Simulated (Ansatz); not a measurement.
# Y2AlN3: the cost of one run

Program: Ansatz 0.2.0. Level of theory: DFT PBEsol, scalar-relativistic, plane waves, PAW. These are calculated values, not measurements.

2 further runs of the same task are left out: 2 set aside as unsound or not needed. Runs told in other sessions of the task aren't counted.

### 1 The structure to begin with

Symmetry: Cmc2_1, No. 36, orthorhombic system. The conventional cell has a = 10.187 Å, b = 5.863 Å, c = 5.445 Å, α = 90.00°, β = 90.00°, γ = 90.00°. Al (site symmetry m) is surrounded by 4 N at 1.89 to 1.91 Å. Around In (site symmetry 1) lie 4 N at 2.15 to 2.17 Å. N (site symmetry 1) is surrounded by 1 Al at 1.89 Å and 3 In at 2.15 to 2.17 Å. N (site symmetry m) is surrounded by 2 Al at 1.90 to 1.91 Å and 2 In at 2.16 Å.

Coordinates:

```
Al In N
1.0
     5.09350   -2.93131    0.00000
     5.09350    2.93131    0.00000
     0.00000    0.00000    5.44502
Al In N
2 4 6
Direct
  0.34071 0.65929 0.98927
  0.65929 0.34071 0.48927
  0.98845 0.33553 0.98727
  0.66447 0.01155 0.98727
  0.01155 0.66447 0.48727
  0.33553 0.98845 0.48727
  0.97053 0.33277 0.38485
  0.66723 0.02947 0.38485
  0.02947 0.66723 0.88485
  0.33277 0.97053 0.88485
  0.36716 0.63284 0.33849
  0.63284 0.36716 0.83849
```

It goes back to an entry of the Materials Project, which need not be the stable form.

It is the result of an earlier relaxation at this level (volume 13.55 Å³/atom; gap on the mesh: 0.95 eV).

### 2 Swap In → Y

The start of Y2AlN3: fractional positions of relaxed AlIn2N3, cell scaled by 1.099, a guess from tabulated radii.

### 3 Quick check of gap, pressure and forces (Y2AlN3)

Contents of input.yaml:

```yaml
crystal:
  lattice:
    - [5.5967856986, -3.2209454346, 0.0]
    - [5.5967856986, 3.2209454346, 0.0]
    - [0.0, 0.0, 5.9830303418]
  atoms:
    - { symbol: Al, position: [0.3407110227, 0.6592889773, 0.9892706513] }
    - { symbol: Al, position: [0.6592889773, 0.3407110227, 0.4892706513] }
    - { symbol: "Y", position: [0.9884507746, 0.3355278299, 0.9872690535] }
    - { symbol: "Y", position: [0.6644721701, 0.0115492254, 0.9872690535] }
    - { symbol: "Y", position: [0.0115492254, 0.6644721701, 0.4872690535] }
    - { symbol: "Y", position: [0.3355278299, 0.9884507746, 0.4872690535] }
    - { symbol: "N", position: [0.9705347958, 0.3327672717, 0.3848498719] }
    - { symbol: "N", position: [0.6672327283, 0.0294652042, 0.3848498719] }
    - { symbol: "N", position: [0.0294652042, 0.6672327283, 0.8848498719] }
    - { symbol: "N", position: [0.3327672717, 0.9705347958, 0.8848498719] }
    - { symbol: "N", position: [0.3671604716, 0.6328395284, 0.338491498] }
    - { symbol: "N", position: [0.6328395284, 0.3671604716, 0.838491498] }
basis:
  ecutwfc: 420
kpoints:
  mp_grid: { grid: [4, 4, 4] }
hamiltonian:
  xc: pbesol
scf:
  occupations: { method: gaussian, width: 0.1 }
output:
  forces: true
  stress: true
  eigenvalues: true
```

The run is started by

```console
$ ansatz run input.yaml --threads 2 --pin off --max-ram 5120MiB --backend cpu --events-out ev --progress --plain --runs-dir out
```

What time and memory should one allow on 2 threads of Arm Neoverse V2, shared host?

About 7 s, with a peak of 0.51 GiB.
